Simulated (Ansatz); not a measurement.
# CHGeSi (doublet): wave-function methods side by side, cc-pVDZ

One table from this session's results is given with a row withheld; the runs are named, their logs left out.

Computed with Ansatz 0.2.0, Gaussian basis. Level: cc-pVDZ, core rule «outside noble gas», up to 20 orbitals frozen.

The runs, in order: UHF; CCSD(T) on ROHF; CCSD(T) on UHF; BCCD(T) on ROHF; CISD; CCSDT(Q) on ROHF; CCSDT(Q) on UHF; CASSCF and MRCISD+Q, 9 electrons in 9 orbitals; CASSCF and NEVPT2, 9 electrons in 9 orbitals.

22 further runs of the same task are left out: 10 that didn't finish, 12 set aside as unsound or not needed.

### What is computed

The geometry is a PBE0/def2-TZVP stationary point (not a proven minimum) of the parent state, kept for this charge and spin. No spin-orbit coupling is included. The filled d shell of Ge may be among the frozen orbitals whatever the setting's name suggests; the logs give the count.

4 atoms, charge 0, spin multiplicity 2.

Atoms are counted from 1 here; the program's logs count them from 0.

Bond lengths: C1–Si2 1.776 Å, C1–Ge3 2.080 Å, Si2–Ge3 2.328 Å, Si2–H4 1.496 Å. Angles: Si2–C1–Ge3 73.8°, C1–Si2–Ge3 59.1°, C1–Si2–H4 123.7°, Ge3–Si2–H4 177.2°, C1–Ge3–Si2 47.1°.

The first run:

in.yaml reads:

```yaml
crystal:
  periodic: [false, false, false]
  atoms:
    - {symbol: C, position_ang: [0.000000, -1.295042, 0.783371]}
    - {symbol: Si, position_ang: [0.000000, 0.307666, 1.547779]}
    - {symbol: Ge, position_ang: [0.000000, 0.087954, -0.769988]}
    - {symbol: H, position_ang: [0.000000, 0.520279, 3.028890]}
basis:
  gaussian: {orbitals: cc-pVDZ}
magnetization: {spin_polarized: true, initial_magnetization: 1}
hamiltonian: {xc: hf}
output: {orbitals: {seedname: orbitals}}
```

Command:

```bash
ansatz run in.yaml --threads 1 --pin off --events-out ev --progress --plain --max-ram 2393MiB
```

Steps of the session up to this table: UHF; CCSD(T) on ROHF; CCSD(T) on UHF; BCCD(T) on ROHF; CISD; CCSDT(Q) on ROHF; CCSDT(Q) on UHF; CASSCF and MRCISD+Q, 9 electrons in 9 orbitals; CASSCF and NEVPT2, 9 electrons in 9 orbitals.

One of the session's tables, all rows but one given; the rest of the session is left out.

```
   method  from RCCSDT(Q) (kJ/mol)
     ROHF                   +888.7
      UHF                   +864.6
     RMP2                   +137.9
     UMP2                        ?
     CISD                   +164.6
    RCCSD                    +61.5
    UCCSD                    +60.4
 RCCSD(T)                     +9.1
 UCCSD(T)                    +11.0
  BCCD(T)                     +7.9
   RCCSDT                     +5.4
   UCCSDT                     +5.2
RCCSDT(Q)                        0
UCCSDT(Q)                     -0.7
```

Q: Estimate the row for UMP2 from the others.

**Answer.** from RCCSDT(Q) (kJ/mol): +161.6. In the column «from RCCSDT(Q) (kJ/mol)» it lies between RMP2 (+137.9) and CISD (+164.6).

Left out of the table: CASSCF frontier, NEVPT2 frontier, MRCISD frontier, MRCISD+Q frontier (the active space lost an orbital or holds another state than full CI finds).

To keep in mind: Restricted and unrestricted rows rest on different reference determinants; where their highest levels disagree by more than a few hundredths of an eV, they describe different states and don't form one ladder. Warnings in the runs' records: passed over end.
